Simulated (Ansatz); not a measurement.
# BrF₃Ge, SMILES [F][Ge]([F])([F])[Br]: vertical spin-state energies

Computed with the Ansatz DFT code, driven from Python.

Input file `brf3ge.xyz`:
```text
5

F     1.24950   -0.84690    1.07440
Ge   -0.05780   -0.08720    0.06500
F    -0.85770   -1.33390   -0.90930
F    -1.17730    0.69460    1.09180
Br    0.89320    1.49980   -1.36340
```

Typed at the interpreter:
```pycon
>>> import warnings
>>> import ansatz as az
>>> BASIS_SET = "def2-SVP"
>>> XC = "cam_b3lyp"
>>> warnings.simplefilter("ignore", az.DeckWarning)
>>> brf3ge = az.Crystal.molecule_from_extxyz("brf3ge.xyz")
>>> setup = (
...     brf3ge.calculation()
...     .basis(gaussian=BASIS_SET)
...     .functional(XC)
... )
>>> found = {}
>>> for unpaired in [0, 2]:
...     rep = setup.spin("collinear", total=unpaired).run().report
...     s = unpaired / 2
...     found[unpaired] = rep["free_energy_ev"]
...     print(f"2S+1 = {unpaired + 1}: E = {found[unpaired]:.5f} eV, <S^2> = {abs(rep['mean_field']['state']['spin_squared']):.3f} (pure state {s * (s + 1):.2f})")
...
2S+1 = 1: E = -134701.55188 eV, <S^2> = 0.000 (pure state 0.00)
2S+1 = 3: E = -134696.51040 eV, <S^2> = 2.005 (pure state 2.00)
>>> lowest = min(found, key=found.get)
>>> for unpaired, e in found.items():
...     print(f"multiplicity {unpaired + 1}: {23.060548 * (e - found[lowest]):.1f} kcal/mol above the lowest")
...
multiplicity 1: 0.0 kcal/mol above the lowest
multiplicity 3: 116.3 kcal/mol above the lowest
```

In order: multiplicity 1 (+0.00 eV) and multiplicity 3 (+5.04 eV), all at the one geometry.

Notes:
- Total energies depend on the basis set; only differences at equal settings carry meaning.
- The geometry is a force-field or estimated start, not a minimum of this method, and the basis set is short of its limit. All parts are taken at fixed geometry, without zero-point energy.
- Timing: 29 s on 1 thread of Intel(R) Xeon(R) 6975P-C (Granite Rapids) (shared host), peak memory 0.59 GiB.
